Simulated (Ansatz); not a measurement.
**LuBRh3: a short molecular-dynamics run**

What does LuBRh3 do over 40 steps of 1 fs at constant energy, with velocities drawn for 300 K? The cell is a randomly packed cell of 5 atoms, taken as it stands, without a relaxation.

Method: DFT PBE, plane waves, PAW, scalar-relativistic, no spin polarisation, in Ansatz 0.2.0.

### Step 1. The system as given

The cell holds 5 atoms (BLuRh3): a = 4.014 Å, b = 4.270 Å, c = 4.789 Å, α = 89.72°, β = 88.12°, γ = 77.31°.

Structure file:

```
CELL_PARAMETERS angstrom
4.01067 0.05030 -0.15376
0.86504 4.14225 -0.57275
0.33124 0.61031 4.73858
ATOMIC_POSITIONS crystal
Rh 0.56141 0.43534 0.12374
Rh 0.93651 0.82397 0.00616
Rh 0.94961 0.68624 0.50480
Lu 0.35675 0.11728 0.68799
B 0.44140 0.94278 0.21336
```

### Step 2. The run

File input.yaml:

```yaml
crystal:
  lattice:
    - [4.010666, 0.050304, -0.153764]
    - [0.865045, 4.142246, -0.572746]
    - [0.331244, 0.610309, 4.738584]
  atoms:
    - { symbol: Rh, position: [0.561407, 0.435345, 0.123741] }
    - { symbol: Rh, position: [0.936508, 0.823974, 0.006162] }
    - { symbol: Rh, position: [0.949611, 0.686239, 0.504805] }
    - { symbol: Lu, position: [0.356752, 0.117279, 0.68799] }
    - { symbol: B, position: [0.441401, 0.94278, 0.213357] }
kpoints:
  mp_grid: { grid: [4, 4, 3] }
magnetization:
  spin_polarized: false
scf:
  occupations: { method: fermi_dirac, width: 0.1 }
hamiltonian:
  pseudopotentials: { kind: paw }
  xc: pbe
basis:
  ecutwfc: 420
md:
  timestep: 1.0
  n_steps: 40
  ensemble: nve
  temperature: 300.0
  initial_velocities: maxwell_boltzmann
  seed: 108754
```

On the command line:

```sh
$ ansatz run input.yaml --threads 2 --pin off --max-ram 2560MiB --backend cpu --events-out ev --progress --plain --runs-dir out
```

Log, cut to the lines that bear on the results:

```text
Warning: md: disabling space-group detection — thermal motion breaks the input geometry's symmetry, so no spatial operation reduces the k-mesh or symmetrises the density; time reversal is kept, so that k and −k are solved as one point where they differ and the mesh holds both, and exact [...]
Warning: RAYON_NUM_THREADS=2 ignored (pool sized by the plan → 2); use --threads N
[...]
Pseudopotentials: kind: paw
Pseudopotential: Rh, paw, valence charge 17, recommended cutoff 420 eV (normal), Rh.paw.azcp
Pseudopotential: Lu, paw, valence charge 25, recommended cutoff 420 eV (normal), Lu.paw.azcp
Pseudopotential: B, paw, valence charge 3, recommended cutoff 420 eV (normal), B.paw.azcp
Functional definition: PBE
[...]
Crystal: 5 atoms, lattice volume = 80.039 Å³
Basis set: ecut = 420 eV, 1569 PW (Γ), exchange–correlation on 54×60×72 points (8 copies of the dense FFT grid, shifted against one another)
Bands: 48, of which v1, the nominal top of the filled ones, is band 40 counted from 1 (39 counted from 0)
Symmetry: 1 space group operations
k-points: 26 of 48 (time reversal used)
[...]
SCF iter   1: F=—  HF=-34096.943441 eV  |F-HF|=—  |Δ(HF+E_count)|=         —  Δρ=1.01e-2  dr2=4.36e-2  ethr=1.77e-3  ⟨swp⟩=6.2  Hψ=5420  notcnv=0  defer=1
[...]
md step     0: t =     0.00 fs  T =   300.0 K  F+E_penalty+E_count = -34096.93527782 eV  E_kin = 0.155112 eV  conserved = -34096.78016582 eV  (10 SCF iters)
[...]
md step    10: t =    10.00 fs  T =   398.9 K  F+E_penalty+E_count = -34096.98654348 eV  E_kin = 0.206269 eV  conserved = -34096.78027436 eV  (8 SCF iters)
[...]
md step    20: t =    20.00 fs  T =   700.6 K  F+E_penalty+E_count = -34097.14264783 eV  E_kin = 0.362247 eV  conserved = -34096.78040091 eV  (8 SCF iters)
[...]
md step    30: t =    30.00 fs  T =   882.6 K  F+E_penalty+E_count = -34097.23663329 eV  E_kin = 0.456360 eV  conserved = -34096.78027328 eV  (8 SCF iters)
[...]
md step    39: t =    39.00 fs  T =  1144.7 K  F+E_penalty+E_count = -34097.37218237 eV  E_kin = 0.591852 eV  conserved = -34096.78032994 eV  (2 SCF iters)
[...]
md step    40: t =    40.00 fs  T =  1178.4 K  F+E_penalty+E_count = -34097.38961941 eV  E_kin = 0.609276 eV  conserved = -34096.78034327 eV  (9 SCF iters)
SCF converged after 9 iterations
Free energy (F): -34097.389619 eV
[...]
E sigma→0 (E₀):  -34097.317922 eV
Entropy (-TS):   -0.143395 eV (-28.679 meV/atom)
Fermi energy:    16.799420 eV
[...]
--- Forces (eV/Å), atoms counted from 1 ---
  atom   1  Rh    -0.23069778    -0.89869551     0.72036783
  atom   2  Rh     0.80915346     0.18936102     0.77889214
  atom   3  Rh    -0.27716577     0.06991823    -0.60886191
  atom   4  Lu    -0.00200650     0.21948610    -1.74315407
  atom   5  B     -0.29928779     0.41991735     0.85276284
[...]
--- MD trajectory: 40 steps, t = 0.0 → 40.0 fs ---
  final state: T = 1178.4 K   F+E_penalty+E_count = -34097.38961941 eV   E_kin = 0.609276 eV
  conserved energy: peak-to-peak 2.615e-4 eV (5.230e-5 eV/atom) over 40.0 fs
```

It took 79 s on 2 threads of Intel Xeon Platinum 8488C (Sapphire Rapids), shared host; peak memory 0.5 GiB.

### Step 3. What the atoms did

The trajectory, every 3 steps (energies from step 0); msd is the mean square displacement from the start, the centre of mass held:

| time (fs) | T (K) | potential energy change (meV/atom) | total energy change (meV/atom) | msd B (Å²) | msd Rh (Å²) | msd Lu (Å²) |
| --- | --- | --- | --- | --- | --- | --- |
| 0.0 | 300 | 0.0 | 0.00 | 0.000 | 0.000 | 0.000 |
| 3.0 | 273 | 2.8 | 0.00 | 0.000 | 0.000 | 0.000 |
| 6.0 | 299 | 0.1 | 0.00 | 0.000 | 0.000 | 0.000 |
| 9.0 | 369 | -7.1 | -0.02 | 0.001 | 0.000 | 0.000 |
| 12.0 | 464 | -17.0 | -0.03 | 0.004 | 0.001 | 0.001 |
| 15.0 | 564 | -27.4 | -0.04 | 0.010 | 0.001 | 0.001 |
| 18.0 | 652 | -36.5 | -0.05 | 0.021 | 0.002 | 0.002 |
| 21.0 | 722 | -43.6 | -0.05 | 0.035 | 0.003 | 0.002 |
| 24.0 | 776 | -49.2 | -0.04 | 0.052 | 0.004 | 0.003 |
| 27.0 | 825 | -54.4 | -0.03 | 0.070 | 0.005 | 0.004 |
| 30.0 | 883 | -60.3 | -0.02 | 0.086 | 0.007 | 0.006 |
| 33.0 | 956 | -67.8 | -0.02 | 0.098 | 0.009 | 0.007 |
| 36.0 | 1045 | -77.1 | -0.03 | 0.104 | 0.012 | 0.008 |
| 39.0 | 1145 | -87.4 | -0.03 | 0.105 | 0.015 | 0.010 |
| 40.0 | 1178 | -90.9 | -0.04 | 0.104 | 0.017 | 0.011 |

time (fs), T (K) and a bar:
```
      0.0        300 #
      2.0        276 
      3.0        273 
      5.0        285 
      7.0        318 #
      9.0        369 ###
     10.0        399 ####
     12.0        464 ######
     14.0        532 #########
     16.0        596 ###########
     17.0        625 ############
     19.0        678 #############
     21.0        722 ###############
     23.0        759 ################
     24.0        776 #################
     26.0        808 ##################
     28.0        843 ###################
     30.0        883 ####################
     31.0        905 #####################
     33.0        956 #######################
     35.0       1014 #########################
     37.0       1078 ###########################
     38.0       1111 ############################
     40.0       1178 ##############################
```

### Step 4. Frames from the trajectory

Positions (Å) and forces (eV/Å):

```xyz
5
Lattice="4.011 0.050 -0.154 0.865 4.142 -0.573 0.331 0.610 4.739" Properties=species:S:1:pos:R:3:forces:R:3 pbc="T T T" time_fs=5.0 T=285 dE=0.0079
Rh    2.672    1.910    0.255   -1.520   -1.321    1.190
Rh    4.471    3.452   -0.602    1.539    1.560    0.147
Rh    4.564    3.193    1.855   -0.092   -0.558   -0.372
Lu    1.761    0.932    3.143   -0.244    1.191    0.279
B     2.666    4.050    0.411    0.317   -0.873   -1.245
5
Lattice="4.011 0.050 -0.154 0.865 4.142 -0.573 0.331 0.610 4.739" Properties=species:S:1:pos:R:3:forces:R:3 pbc="T T T" time_fs=10.0 T=399 dE=-0.0513
Rh    2.672    1.911    0.262   -1.498   -1.426    1.185
Rh    4.475    3.444   -0.617    1.579    1.536    0.368
Rh    4.558    3.187    1.856   -0.124   -0.538   -0.573
Lu    1.762    0.942    3.148   -0.246    1.047   -0.031
B     2.682    4.023    0.392    0.289   -0.620   -0.948
5
Lattice="4.011 0.050 -0.154 0.865 4.142 -0.573 0.331 0.610 4.739" Properties=species:S:1:pos:R:3:forces:R:3 pbc="T T T" time_fs=15.0 T=564 dE=-0.1369
Rh    2.668    1.908    0.272   -1.404   -1.553    1.158
Rh    4.482    3.439   -0.631    1.630    1.424    0.516
Rh    4.551    3.179    1.856   -0.165   -0.515   -0.705
Lu    1.762    0.954    3.153   -0.245    0.851   -0.493
B     2.704    3.983    0.352    0.184   -0.208   -0.477
5
Lattice="4.011 0.050 -0.154 0.865 4.142 -0.573 0.331 0.610 4.739" Properties=species:S:1:pos:R:3:forces:R:3 pbc="T T T" time_fs=20.0 T=701 dE=-0.2074
Rh    2.661    1.901    0.284   -1.240   -1.672    1.113
Rh    4.494    3.438   -0.644    1.679    1.234    0.599
Rh    4.545    3.170    1.855   -0.208   -0.475   -0.772
Lu    1.762    0.967    3.157   -0.233    0.664   -0.967
B     2.731    3.938    0.301    0.002    0.250    0.028
5
Lattice="4.011 0.050 -0.154 0.865 4.142 -0.573 0.331 0.610 4.739" Properties=species:S:1:pos:R:3:forces:R:3 pbc="T T T" time_fs=25.0 T=792 dE=-0.2546
Rh    2.651    1.890    0.300   -1.019   -1.704    1.050
Rh    4.509    3.439   -0.655    1.681    0.983    0.641
Rh    4.537    3.160    1.851   -0.243   -0.404   -0.788
Lu    1.761    0.980    3.160   -0.206    0.517   -1.360
B     2.757    3.899    0.251   -0.213    0.608    0.458
5
Lattice="4.011 0.050 -0.154 0.865 4.142 -0.573 0.331 0.610 4.739" Properties=species:S:1:pos:R:3:forces:R:3 pbc="T T T" time_fs=30.0 T=883 dE=-0.3014
Rh    2.638    1.876    0.317   -0.762   -1.571    0.962
Rh    4.528    3.443   -0.665    1.560    0.701    0.677
Rh    4.530    3.149    1.846   -0.264   -0.290   -0.764
Lu    1.761    0.995    3.161   -0.160    0.408   -1.629
B     2.779    3.873    0.211   -0.373    0.752    0.755
5
Lattice="4.011 0.050 -0.154 0.865 4.142 -0.573 0.331 0.610 4.739" Properties=species:S:1:pos:R:3:forces:R:3 pbc="T T T" time_fs=35.0 T=1014 dE=-0.3691
Rh    2.624    1.857    0.337   -0.492   -1.275    0.849
Rh    4.551    3.449   -0.674    1.261    0.427    0.725
Rh    4.521    3.137    1.839   -0.274   -0.130   -0.703
Lu    1.760    1.010    3.160   -0.092    0.315   -1.759
B     2.793    3.863    0.187   -0.404    0.663    0.888
5
Lattice="4.011 0.050 -0.154 0.865 4.142 -0.573 0.331 0.610 4.739" Properties=species:S:1:pos:R:3:forces:R:3 pbc="T T T" time_fs=40.0 T=1178 dE=-0.4543
Rh    2.609    1.836    0.359   -0.231   -0.899    0.720
Rh    4.576    3.455   -0.680    0.809    0.189    0.779
Rh    4.512    3.125    1.830   -0.277    0.070   -0.609
Lu    1.759    1.025    3.156   -0.002    0.219   -1.743
B     2.797    3.868    0.183   -0.299    0.420    0.853
```

### Step 5. What came out

```
                             quantity                           value
                               length                40 steps of 1 fs
     temperature, first and last step                  300 and 1178 K
             temperature, second half  mean 907 K, from 701 to 1178 K
        potential energy, second half     -63 meV/atom from the start
   largest change of the total energy                   0.05 meV/atom
mean square displacement, second half  B 0.079, Rh 0.008, Lu 0.006 Å²
```

The temperature starts at 300 K and averages 907 K in the second half, where it still rises, from 701 to 1178 K; the start was no minimum (force components up to 1.5 eV/Å), and the potential energy that it sheds (63 meV/atom) turns into motion. The total energy strays from its start by at most 0.05 meV/atom, under 0.1 % of the mean kinetic energy, so a step of 1 fs is short enough over this time. Over the second half B atoms stand 0.3 Å (root mean square) from where they began, and the farthest move is 0.3 Å. A run of 40 fs with 5 atoms shows the motion but fixes no equilibrium value.
